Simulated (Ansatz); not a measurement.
# CH6B2O2: a ladder of functionals and wavefunction methods

Aim: compute CH6B2O2 with functionals from several rungs and with coupled cluster, and see how far each lands from CCSD(T) at the basis-set limit for the atomisation energy.

Method: functionals in def2-TZVPP, the program's frozen cores in correlated methods; program: Ansatz 0.2.0, Gaussian basis.

Plan: LDA (SPW92), PBE-D4, revPBE-D4, BLYP-D4, r2SCAN-D4, B97M-V, PBE0-D4, B3LYP-D4, r2SCANh-D4, r2SCAN0-D4, HSE06-D4, BHLYP-D4, CAM-B3LYP-D4, LC-ωPBE, ωB97X-V, ωB97M-V, B2PLYP, PBE-QIDH; CCSD(T)/def2-SVP; CCSD(T)/def2-TZVPP; MP2/def2-QZVPP; extrapolation to the limit; RPA on PBE.

## 1. The geometry

An earlier PBE0-D4 in a triple-zeta def2 set relaxation fixed the geometry.

SMILES `BOC(B)O`, 11 atoms, charge 0, spin multiplicity 1.

Atoms are counted from 1 here; the program's logs count them from 0.

Bond lengths: B1–O2 1.355 Å, B1–H6 1.194 Å, B1–H7 1.197 Å, O2–C3 1.528 Å, C3–B4 1.556 Å, C3–O5 1.353 Å, C3–H8 1.090 Å, B4–H9 1.193 Å, B4–H10 1.192 Å, O5–H11 0.963 Å. Angles: O2–B1–H6 116.7°, O2–B1–H7 119.8°, H6–B1–H7 123.4°, B1–O2–C3 126.5°, O2–C3–B4 67.9°, O2–C3–O5 113.8°, O2–C3–H8 105.0°, B4–C3–O5 121.3°, B4–C3–H8 121.3°, O5–C3–H8 114.6°, C3–B4–H9 117.7°, C3–B4–H10 119.6°, H9–B4–H10 122.1°, C3–O5–H11 110.6°.

## 2. LDA

This LDA is Slater exchange with PW92 correlation.

in.yaml

```yaml
crystal:
  periodic: [false, false, false]
  atoms:
    - {symbol: B, position_ang: [-0.479682, 1.574679, 0.264464]}
    - {symbol: O, position_ang: [0.336235, 0.620600, -0.245645]}
    - {symbol: C, position_ang: [-0.020408, -0.844691, -0.490546]}
    - {symbol: B, position_ang: [1.323681, -0.689838, 0.278429]}
    - {symbol: O, position_ang: [-1.149508, -1.245113, 0.138813]}
    - {symbol: H, position_ang: [0.042932, 2.572924, 0.658918]}
    - {symbol: H, position_ang: [-1.664808, 1.409247, 0.259799]}
    - {symbol: H, position_ang: [-0.043343, -0.951628, -1.574912]}
    - {symbol: H, position_ang: [1.291286, -0.749667, 1.469692]}
    - {symbol: H, position_ang: [2.350458, -0.678306, -0.327909]}
    - {symbol: H, position_ang: [-1.921645, -1.075209, -0.410504]}
basis:
  gaussian: {orbitals: def2-TZVPP}
hamiltonian: {xc: lda}
output: {orbitals: {seedname: orbitals}}
```

After this run come: PBE-D4 (GGA); revPBE-D4 (GGA); BLYP-D4 (GGA); r2SCAN-D4 (meta-GGA); B97M-V (meta-GGA); PBE0-D4 (hybrid); B3LYP-D4 (hybrid); r2SCANh-D4 (hybrid); r2SCAN0-D4 (hybrid); HSE06-D4 (hybrid); BHLYP-D4 (hybrid); CAM-B3LYP-D4 (range-separated); LC-ωPBE (range-separated); ωB97X-V (range-separated); ωB97M-V (range-separated); B2PLYP (double hybrid); PBE-QIDH (double hybrid); CCSD(T) in def2-SVP; CCSD(T) in def2-TZVPP; MP2 in def2-QZVPP; RPA on PBE orbitals.

Q: Predict the results of all the runs planned. Wanted: atomisation energy, CCSD(T)/CBS; farthest beyond LDA; mean size of error, GGA; mean size of error, meta-GGA; mean size of error, hybrid; mean size of error, range-separated; mean size of error, double hybrid; gap, smallest and largest; T1 diagnostic.

The runs gave:

| quantity | value |
| --- | --- |
| atomisation energy, CCSD(T)/CBS | 4116.9 kJ/mol |
| functionals within 20.6 kJ/mol (0.5 %) | revPBE-D4, B97M-V, r2SCANh-D4, LC-ωPBE, B2PLYP, PBE-QIDH |
| farthest beyond LDA | PBE-D4 (+114.0 kJ/mol) |
| mean size of error, GGA | 47.9 kJ/mol |
| mean size of error, meta-GGA | 31.5 kJ/mol |
| mean size of error, hybrid | 38.4 kJ/mol |
| mean size of error, range-separated | 32.4 kJ/mol |
| mean size of error, double hybrid | 13.5 kJ/mol |
| gap, smallest and largest | 4.72 eV (LDA (SPW92)), 12.40 eV (LC-ωPBE) |
| T1 diagnostic | 0.0142 |
| triples share of the correlation energy | 3.7 % |

What this shows: LDA overbinds by 662.8 kJ/mol (16 %). PBE-D4 is off by +114.0 kJ/mol. Double hybrids carry the basis error of their MP2 part in triple zeta, and no dispersion term here, so their miss is partly the set-up's. Taken by rung, double hybrid functionals do best (13.5 kJ/mol on average) and GGA ones worst beyond LDA (47.9 kJ/mol). Misses under about 20.6 kJ/mol are within the doubt on the reference itself, which lacks core-valence correlation, relativity and higher excitations. Hartree-Fock recovers 73 % of the binding; the rest is correlation. CCSD(T) in def2-SVP is off by -184.1 kJ/mol, more than most functionals: a good method in a small basis is no reference. The gap grows from 4.7 to 12.4 eV across the functionals, mostly with the share of exact exchange.
